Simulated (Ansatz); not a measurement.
Consider an atomisation energy of BBrClH, SMILES ClBBr (the Ansatz DFT code, driven from Python).

`tae_bbrclh.py`:
```python
"""Energy to split BBrClH into its atoms."""

from collections import Counter

import ansatz as az
from ase import Atoms


def energy(molecule, charge=0, unpaired=0):
    calc = molecule.calculation().basis(gaussian="cc-pVDZ").functional("PBE0")
    if charge:
        calc = calc.charge(charge)
    if unpaired:
        calc = calc.spin("collinear", total=unpaired)
    report = calc.run(threads=1).report
    if report["published_state_doubts"]:
        print("  doubts:", report["published_state_doubts"])
    return report["free_energy_ev"]


def main() -> None:
    atoms = Atoms(["Cl", "B", "Br", "H"], positions=[
        (-1.6433, -0.6227, 0.1981),
        (-0.0272, 0.1427, -0.1144),
        (1.5586, -0.6831, 0.7098),
        (0.1673, 1.1029, -0.8138),
    ])
    geometry = az.Crystal.molecule_from_ase(atoms)

    # Hund ground states
    unpaired = {"Cl": 1, "B": 1, "Br": 1, "H": 1}
    counts = Counter(site.symbol for site in geometry.cartesian_sites)
    atom_energy = {s: energy(az.Crystal.molecule().atom(s, (0, 0, 0)), 0, unpaired[s]) for s in counts}
    whole = energy(geometry, 0, 0)
    for s, e in atom_energy.items():
        print(f"{s:2s} x{counts[s]}  {e:14.5f} eV")
    print(f"BBrClH: {whole:.5f} eV")
    split = sum(counts[s] * e for s, e in atom_energy.items()) - whole
    print(f"atomisation energy (no zero-point term): {96.485332 * split:.1f} kJ/mol, {split / sum(counts.values()):.3f} eV an atom")


if __name__ == "__main__":
    main()
```

What does it cost to take this molecule apart into atoms?

1233.4 kJ/mol from the electronic energies, without the zero-point term.

The output:

Output of `python tae_bbrclh.py`:
```text
Cl x1    -12516.97454 eV
B  x1      -669.83334 eV
Br x1    -70036.24996 eV
H  x1       -13.61358 eV
BBrClH: -83249.45423 eV
atomisation energy (no zero-point term): 1233.4 kJ/mol, 3.196 eV an atom
```

Notes:
- Total energies depend on the basis set; only differences at equal settings carry meaning.
- The geometry is a force-field or estimated start, not a minimum of this method, and the basis set is short of its limit. All parts are taken at fixed geometry, without zero-point energy.
- For Al to Cl the sets with a tight d function, cc-pV(X+d)Z, are usual.
- The spin-orbit lowering of heavy atoms is left out.
- Run time: 4.9 s on 1 thread of Arm Neoverse N1, with other jobs on the host, peak memory 0.2 GiB.
